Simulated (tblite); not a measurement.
# C5H15NOSi2: the cost of one run

Computed with tblite 0.8.0 and PySCF 2.14.0, with density-fitted response routines of our own, on a single molecule in the gas phase. Atoms are numbered from 0 throughout.

## 1. The molecule as given

24 atoms, charge 0, multiplicity 1; geometry from: force field or distance geometry start.

Bonds of the start (Å): N0–Si1 1.70, Si1–Si2 2.33, Si2–O3 1.69, O3–C4 1.43, C4–C5 1.53, C5–C6 1.53, C6–C7 1.52, C7–C8 1.53, C8–C4 1.53, N0–H9 1.03, N0–H10 1.01, Si1–H11 1.48, Si1–H12 1.49, Si2–H13 1.48, Si2–H14 1.48, C4–H15 1.10, C5–H16 1.10, C5–H17 1.09, C6–H18 1.09, C6–H19 1.09, C7–H20 1.10, C7–H21 1.09, C8–H22 1.10, C8–H23 1.10.

## 2. Optimising the geometry with GFN2-xTB

What the job is given:

```
{"job": {"kind": "relax", "xc": "GFN2-xTB", "basis": "xTB"}, "charge": 0, "multiplicity": 1}
N      3.561000     0.977100    -0.896000
Si     3.470000    -0.518900    -0.099900
Si     1.535600    -0.860700     1.156100
O      0.184600    -0.598000     0.180800
C     -1.106100    -0.512000     0.798000
C     -1.530300     0.950500     0.930900
C     -1.922300     1.376000    -0.482500
C     -2.333900     0.096600    -1.195700
C     -2.133700    -1.047300    -0.197800
H      2.760800     1.055400    -1.532100
H      4.384600     1.000800    -1.476900
H      3.581100    -1.531300    -1.171600
H      4.685100    -0.610600     0.762600
H      1.464500     0.085000     2.298300
H      1.465000    -2.233700     1.691600
H     -1.163500    -1.056300     1.752300
H     -2.394100     1.030400     1.600000
H     -0.733900     1.589100     1.326800
H     -1.070500     1.831200    -0.989400
H     -2.723800     2.115000    -0.455900
H     -3.382200     0.144100    -1.538200
H     -1.711300    -0.056700    -2.082900
H     -3.078000    -1.238200     0.331100
H     -1.820500    -1.967600    -0.702200
```

Launch:

```bash
> OMP_NUM_THREADS=1 python probes_run.py task.json out
```

This one command runs all jobs of the session in turn.

**Question.** How long does this first job take on 1 thread of Arm Neoverse N1, shared host, and how much memory does it need?

About 4 s, with a peak of 0.18 GiB.
